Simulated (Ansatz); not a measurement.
# CuN+ (doublet): the correlation ladder, def2-SVP

One table from this session's results is given with a row withheld; the runs are named, their logs left out.

The runs use Ansatz 0.2.0, Gaussian basis; def2-SVP, core rule «outside noble gas», up to 10 orbitals frozen.

To be run: UHF; CCSD(T) on ROHF; CCSD(T) on UHF; CISD; CCSDT(Q) on ROHF; CCSDT(Q) on UHF; CASSCF and MRCISD+Q, 15 electrons in 10 orbitals; CASSCF and NEVPT2, 15 electrons in 10 orbitals.

9 further runs of the same task are left out: 3 that didn't finish, 6 set aside as unsound or not needed.

### The geometry

The geometry is a PBE0/def2-TZVP stationary point (not a proven minimum) of the parent state, kept for this charge and spin.

2 atoms, charge 1, spin multiplicity 2.

Atoms are counted from 1 here; the program's logs count them from 0.

Bond lengths: Cu1–N2 1.739 Å.

Set-up of the first run:

Input file in.yaml:

```yaml
crystal:
  periodic: [false, false, false]
  atoms:
    - {symbol: Cu, position_ang: [0.000000, 0.000000, 0.000000]}
    - {symbol: N, position_ang: [0.000000, 0.000000, 1.738600]}
basis:
  gaussian: {orbitals: def2-SVP}
total_charge: 1
magnetization: {spin_polarized: true, initial_magnetization: 1}
hamiltonian: {xc: hf}
output: {orbitals: {seedname: orbitals}}
```

On the command line:

```sh
$ ansatz run in.yaml --threads 1 --pin off --events-out ev --progress --plain --max-ram 2393MiB
```

Steps of the session up to this table: UHF; CCSD(T) on ROHF; CCSD(T) on UHF; CISD; CCSDT(Q) on ROHF; CCSDT(Q) on UHF; CASSCF and MRCISD+Q, 15 electrons in 10 orbitals; CASSCF and NEVPT2, 15 electrons in 10 orbitals.

One table of the session follows, with a row left open; its other results are not shown here.

It belongs to the step «Misses and costs». 

```
          method  from RCCSDT(Q) (meV)
            ROHF              +11109.6
             UHF               +9602.3
            RMP2                +331.6
            UMP2                -241.9
            CISD               +1482.9
           RCCSD                +583.1
           UCCSD                -398.1
        RCCSD(T)                 -54.7
        UCCSD(T)               -1242.1
          RCCSDT                -145.4
          UCCSDT               -1707.6
       RCCSDT(Q)                     0
       UCCSDT(Q)                     ?
  CASSCF valence               +8986.3
  NEVPT2 valence               +1132.7
  MRCISD valence                +961.0
MRCISD+Q valence                +404.8
```

Estimate the missing values for UCCSDT(Q).

**Answer.** from RCCSDT(Q) (meV): -1956.8. In the column «from RCCSDT(Q) (meV)» it is the lowest.

The program flags UCCSD(T), UCCSDT(Q) as in doubt (see the logs), so those rows may rest on another solution; read them beside their warnings.

To keep in mind: The determinant is far from a pure spin state, so its energy mixes those of several spin states (harmless only where they are near-degenerate, as at dissociation). The program flags UCCSD(T), UCCSDT(Q) as in doubt, so those rows may rest on another solution; read them beside their warnings. Warnings: spin contamination; coupled cluster took another determinant than the lowest; large T1 diagnostic. Restricted and unrestricted rows rest on different reference determinants; where their highest levels disagree by more than a few hundredths of an eV, they describe different states and don't form one ladder.
